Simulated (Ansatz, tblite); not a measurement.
# Cis-[VF2(H2O)4]+ (F2H8O4V+): a ladder of methods and basis sets

An exercise on one series of results from a longer session: the logs are not shown, and one member is left open.

Method: as each input shows; program: Ansatz 0.2.0, Gaussian basis.

Levels to be run: GFN1-xTB, GFN2-xTB, PBE-D4/def2-TZVP, r2SCAN-D4/def2-TZVP, B97M-V/def2-TZVP, BHLYP-D4/def2-TZVP, HF/def2-TZVP, ωB97M-V/def2-TZVP, r2SCAN0-D4/def2-TZVP, PBE+10HF/def2-SVP, PBE+15HF/def2-SVP, PBE+40HF/def2-SVP, PBE-D4/def2-SVP, PBE0-D4/def2-SVP, MP2/def2-TZVP, RPA/def2-TZVP.

## The structure

The triplet was relaxed beforehand with PBE0-D4/def2-SVP.

15 atoms, charge 1, spin multiplicity 3.

Bond lengths: V1–F2 1.765 Å, V1–O3 2.144 Å, V1–F6 1.765 Å, V1–O7 2.145 Å, V1–O10 2.096 Å, V1–O13 2.096 Å, O3–H4 0.967 Å, O3–H5 0.968 Å, O7–H8 0.968 Å, O7–H9 0.969 Å, O10–H11 0.969 Å, O10–H12 0.970 Å, O13–H14 0.969 Å, O13–H15 0.970 Å. Angles: F2–V1–O3 161.9°, F2–V1–F6 112.7°, F2–V1–O7 86.4°, F2–V1–O10 87.1°, F2–V1–O13 90.3°, O3–V1–F6 85.4°, O3–V1–O7 75.6°, O3–V1–O10 93.1°, O3–V1–O13 90.3°, F6–V1–O7 161.0°, F6–V1–O10 91.2°, F6–V1–O13 87.2°, O7–V1–O10 89.1°, O7–V1–O13 93.5°, O10–V1–O13 176.1°, V1–O3–H4 119.9°, V1–O3–H5 112.7°, H4–O3–H5 107.0° and more.

Formally the metal is d2. No spin-orbit coupling is included. The ion is computed in the gas phase, without counter-ions or solvent.

PBE0-D4/def2-TZVP was run before; its log isn't repeated, and its numbers join the tables.

The first run:

Tight binding, by tblite at 300 K electronic temperature and without a spin-polarisation term:

```python
tblite.interface.Calculator('GFN1-xTB', numbers, positions, charge=1, uhf=2).singlepoint()
```

Tight binding, by tblite at 300 K electronic temperature and without a spin-polarisation term:

```python
tblite.interface.Calculator('GFN2-xTB', numbers, positions, charge=1, uhf=2).singlepoint()
```

start.molden holds the orbitals of an earlier run on this state, given as this run's starting guess.

in.yaml

```yaml
crystal:
  periodic: [false, false, false]
  atoms:
    - {symbol: V, position_ang: [0.315271, -0.000208, 0.310962]}
    - {symbol: F, position_ang: [-0.018973, 0.073677, 2.042865]}
    - {symbol: O, position_ang: [0.047337, -0.086514, -1.814789]}
    - {symbol: H, position_ang: [-0.493970, -0.786709, -2.205169]}
    - {symbol: H, position_ang: [0.886414, -0.075378, -2.298012]}
    - {symbol: F, position_ang: [2.042620, -0.061780, -0.046127]}
    - {symbol: O, position_ang: [-1.810410, 0.071816, 0.036484]}
    - {symbol: H, position_ang: [-2.186534, 0.839179, -0.417661]}
    - {symbol: H, position_ang: [-2.300198, -0.024453, 0.866479]}
    - {symbol: O, position_ang: [0.350527, 2.095743, 0.337324]}
    - {symbol: H, position_ang: [1.158821, 2.501606, -0.009665]}
    - {symbol: H, position_ang: [0.283876, 2.385989, 1.260973]}
    - {symbol: O, position_ang: [0.363245, -2.093308, 0.399974]}
    - {symbol: H, position_ang: [0.079392, -2.457940, 1.251757]}
    - {symbol: H, position_ang: [1.282583, -2.381729, 0.284595]}
basis:
  gaussian: {orbitals: def2-TZVP, initial_orbitals: start.molden}
total_charge: 1
magnetization: {spin_polarized: true, initial_magnetization: 2}
hamiltonian: {xc: pbe, dispersion: d4}
scf: {omitted_lower_state_checks: [starts]}
output: {forces: true, orbitals: {seedname: orbitals}}
```

Run with:

```sh
ansatz run in.yaml --threads 4 --pin off --events-out ev --progress --plain --max-ram 8704MiB
```

Among the steps run: PBE-D4/def2-TZVP; r2SCAN-D4/def2-TZVP; B97M-V/def2-TZVP; BHLYP-D4/def2-TZVP; HF/def2-TZVP; ωB97M-V/def2-TZVP; r2SCAN0-D4/def2-TZVP; PBE+10HF/def2-SVP; PBE+15HF/def2-SVP; PBE+40HF/def2-SVP; PBE-D4/def2-SVP; PBE0-D4/def2-SVP; MP2/def2-TZVP; RPA/def2-TZVP.

One table of the session follows, with a row left open; its other results are not shown here.

```
               level  HOMO (eV)  LUMO (eV)  gap (eV)
        HF/def2-TZVP     -17.92      -1.84     16.08
     PBE-D4/def2-SVP      -7.96      -7.25      0.71
    PBE-D4/def2-TZVP      -8.26      -7.55      0.71
 r2SCAN-D4/def2-TZVP          ?          ?         ?
    B97M-V/def2-TZVP      -9.14      -7.56      1.58
    PBE0-D4/def2-SVP     -10.82      -6.18      4.65
   PBE0-D4/def2-TZVP     -10.94      -6.27      4.67
r2SCAN0-D4/def2-TZVP     -11.48      -6.20      5.27
  BHLYP-D4/def2-TZVP     -13.62      -4.73      8.89
   ωB97M-V/def2-TZVP     -13.57      -3.87      9.70
   PBE+10HF/def2-SVP      -9.10      -6.84      2.26
   PBE+15HF/def2-SVP      -9.67      -6.63      3.05
   PBE+40HF/def2-SVP     -12.55      -5.45      7.09
```

Estimate the missing values for r2SCAN-D4/def2-TZVP.

The run gave: HOMO (eV): -8.95; LUMO (eV): -7.49; gap (eV): 1.47. In the column «HOMO (eV)» it lies between PBE+10HF/def2-SVP (-9.10) and PBE-D4/def2-TZVP (-8.26).
